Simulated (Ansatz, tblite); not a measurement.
BeGeSb2: GFN1-xTB, run from Python

These are simulated results from tblite 0.8.0, not measurements. The cell was built from a prototype and was relaxed with r2SCAN in plane waves (Ansatz 0.2.0). It may be hypothetical. All runs are without spin polarisation.

It is tetragonal, P-4m2 (No. 115); a = 4.175 Å, c = 5.835 Å in the conventional setting, 25.42 Å³ an atom. Be is surrounded by 4 Sb at 2.45 Å; Sb is surrounded by 2 Be at 2.45 Å and 2 Ge at 2.65 Å; Ge is surrounded by 4 Sb at 2.65 Å.

tblite solves periodic systems at the zone centre alone, so the script builds a cluster of 2×2×2 conventional cells (32 atoms), which folds in a coarse mesh of k points.

The script, run.py:

```python
import json
from ase import Atoms
from ase.build import make_supercell
from ase.units import Bohr, GPa, Hartree
from tblite.interface import Calculator

atoms = Atoms(['Be', 'Sb', 'Ge', 'Sb'],
              cell=[[4.17451845, 0.0, 0.0], [0.0, 4.17451845, 0.0], [0.0, 0.0, 5.83468683]],
              scaled_positions=[[0.0, 0.0, 0.0], [0.0, 0.5, 0.219440183], [0.5, 0.5, 0.5], [0.5, 0.0, 0.780559817]],
              pbc=True)
cluster = make_supercell(atoms, [[2, 0, 0], [0, 2, 0], [0, 0, 2]])
calc = Calculator('GFN1-xTB', cluster.numbers, cluster.positions / Bohr, lattice=cluster.cell[:] / Bohr, periodic=cluster.pbc)
calc.set('temperature', 0.02 / Hartree)
calc.set('max-iter', 150)
res = calc.singlepoint()
levels = res.get('orbital-energies') * Hartree
nv = round(res.get('orbital-occupations').sum() / 2)
cells = len(cluster) // len(atoms)
out = {'energy_per_cell': res.get('energy') * Hartree / cells, 'homo': levels[nv - 1], 'lumo': levels[nv],
       'stress': (-res.get('virial') * Hartree / cluster.get_volume() / GPa).tolist(), 'charges': res.get('charges')[:len(atoms)].tolist(), 'electrons': 2 * nv / cells}
json.dump(out, open('results.json', 'w'))
for key, value in out.items():
    print(key, value)
```

Command: `python run.py`. It took 2.3 s on 1 thread of Arm Neoverse V1, on a shared host, peak memory 0.1 GiB.

Output:

```
------------------------------------------------------------
  cycle        total energy    energy error   density error
------------------------------------------------------------
      1     -60.25735874395  -6.0229495E+01   6.7017057E-01
      2     -60.34574060746  -8.8381864E-02   3.6336555E-01
      3     -59.49514996065   8.5059065E-01   3.0090381E-01
      4     -59.84740762774  -3.5225767E-01   2.5431513E-01
      5     -60.73050679127  -8.8309916E-01   2.2308097E-02
      6     -60.73560153044  -5.0947392E-03   1.5335632E-02
      7     -60.73067938970   4.9221407E-03   1.1012412E-02
      8     -60.73684187415  -6.1624845E-03   2.2149888E-03
      9     -60.73692504921  -8.3175061E-05   9.8649490E-04
     10     -60.73694669558  -2.1646371E-05   4.7699435E-04
     11     -60.73694669646  -8.7624841E-10   1.0820455E-04
     12     -60.73694734258  -6.4612596E-07   2.7500410E-05
     13     -60.73694735159  -9.0073300E-09   1.8423479E-05
------------------------------------------------------------

 total:                                   1.665 sec
energy_per_cell -206.59206504072492
homo -6.93749087748696
lumo -6.867660298422053
stress [[1.251573317225192, -3.9893019146642145e-06, -5.563413939331133e-06], [-3.989301914635425e-06, 1.2515736280684473, -5.07741313679093e-06], [-5.563413939241299e-06, -5.077413136727536e-06, -3.6638585180499588]]
charges [0.1092986544760437, 0.08897972825318039, -0.2873296328361813, 0.08894813021572194]
electrons 16.0
```

The cycle table is in hartree for the whole cluster, and the lines after it are in eV (the energy for one cell). The printed stress is in GPa and positive in compression, and the pressure is its mean diagonal.

GFN1-xTB gives a gap of 0.07 eV. On the same cell, plane-wave PBE (Ansatz, 6×6×4 k points and the special points) gives no gap (an overlap of 0.53 eV at the points read) and r2SCAN no gap (an overlap of 0.39 eV at the points read); on shared hosts these took about 12 and 25 core-seconds on the 4-atom cell, against 2.3 for the script. Spin-orbit coupling, left out in all these runs, can cut or reorder the gap by tenths of an eV, up to about 1 eV with Pb or Bi.

The same script was run on cells scaled at fixed shape and fractional coordinates:

```json
{"volume (Å³/atom)": "22.37", "energy (meV/atom)": "82.2", "pressure (GPa, positive in compression)": "10.57", "gap (eV)": "0.00"}
{"volume (Å³/atom)": "23.89", "energy (meV/atom)": "15.4", "pressure (GPa, positive in compression)": "3.92", "gap (eV)": "0.01"}
{"volume (Å³/atom)": "25.42", "energy (meV/atom)": "0.0", "pressure (GPa, positive in compression)": "-0.39", "gap (eV)": "0.07"}
{"volume (Å³/atom)": "26.94", "energy (meV/atom)": "18.1", "pressure (GPa, positive in compression)": "-3.28", "gap (eV)": "0.04"}
{"volume (Å³/atom)": "28.47", "energy (meV/atom)": "59.4", "pressure (GPa, positive in compression)": "-5.12", "gap (eV)": "0.00"}
```

A Birch-Murnaghan fit puts the minimum at 25.26 Å³/atom, 0.6 % below the given cell, with a bulk modulus of 61.1 GPa at fixed shape.

xTB was fitted mostly to molecules, and a small cluster samples few k points, so gaps, pressures and kinks along a curve can be far from a solid's.

Spin-orbit coupling is left out, which matters wherever the heavy atoms make up the band edges.
